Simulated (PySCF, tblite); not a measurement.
**C6H6BF2N+ (doublet): geometry, infrared bands and EPR parameters**

Aim: predict the infrared bands and EPR parameters of C6H6BF2N+ (doublet) (`[NH2+]c1ccccc1B(F)F`).

The runs use tblite 0.8.0 and PySCF 2.14.0, with density-fitted response routines of our own; the level of theory stands in each step. All values are computed, except where a source is named. Atoms are numbered from 0 throughout.

## (1) The starting structure

16 atoms, charge 1, multiplicity 2; geometry from: force field or distance geometry start.

Bonds of the start (Å): N0–C1 1.45, C1–C2 1.39, C2–C3 1.41, C3–C4 1.39, C4–C5 1.39, C5–C6 1.41, C6–B7 1.59, B7–F8 1.44, B7–F9 1.44, C6–C1 1.41, N0–H10 1.05, N0–H11 1.05, C2–H12 1.08, C3–H13 1.08, C4–H14 1.09, C5–H15 1.09.

## (2) Optimising the geometry with GFN2-xTB

Job settings and geometry (Å):

```
{"job": {"kind": "relax", "xc": "GFN2-xTB", "basis": "xTB"}, "charge": 1, "multiplicity": 2}
N      1.189200    -1.883400     0.138100
C      0.234200    -0.802600     0.013500
C     -1.114200    -1.102300    -0.156600
C     -2.059000    -0.061000    -0.283800
C     -1.644200     1.259800    -0.201500
C     -0.296800     1.565900    -0.029800
C      0.663000     0.543600     0.087000
B      2.185400     0.940000     0.299500
F      2.569400     2.324100     0.359200
F      3.201300    -0.075600     0.427200
H      1.111300    -2.465900    -0.727700
H      0.888600    -2.481400     0.948800
H     -1.461900    -2.126300    -0.202800
H     -3.101600    -0.302500    -0.418800
H     -2.372900     2.067400    -0.296600
H      0.000800     2.609100     0.033000
```

Started as:

```sh
$ OMP_NUM_THREADS=1 python probes_run.py task.json out
```

One launch serves the whole session: the jobs run in the order shown.

**Question.** This job is followed by: GFN2-xTB harmonic vibrations, gas phase; UKS B3LYP, pcH-1 on B C F H N, non-relativistic, mean-field spin-orbit, GIAO. Predict these results of the whole session: strongest single infrared mode (GFN2-xTB); zero-point energy (GFN2-xTB); g(iso) (B3LYP); ⟨S²⟩; largest a(iso) (averaged by class).

As calculated:

| quantity | value |
| --- | --- |
| strongest single infrared mode (GFN2-xTB) | 1348 cm⁻¹, 320 km/mol |
| zero-point energy (GFN2-xTB) | 70.0 kcal/mol |
| g(iso) (B3LYP) | 2.00274 |
| ⟨S²⟩ | 0.770 (exact 0.75) |
| largest a(iso) (averaged by class) | 13C on C4, 32.8 MHz |

**Reading.** Over 80 steps the energy fell by 1.960 eV; of the close pairs, B7–F8 changed most, 1.438 to 1.299 Å. No mode is imaginary among the 42: a minimum at this level. The strongest single mode, at 1348 cm⁻¹, moves mainly B7. Unscaled tight-binding wavenumbers are off by several per cent, some by more. Its intensities can rank the bands wrongly. The largest spin populations lie on C4 (0.41 e), N0 (0.36 e). The isotropic g lies 0.4 ppt above the free-electron value.
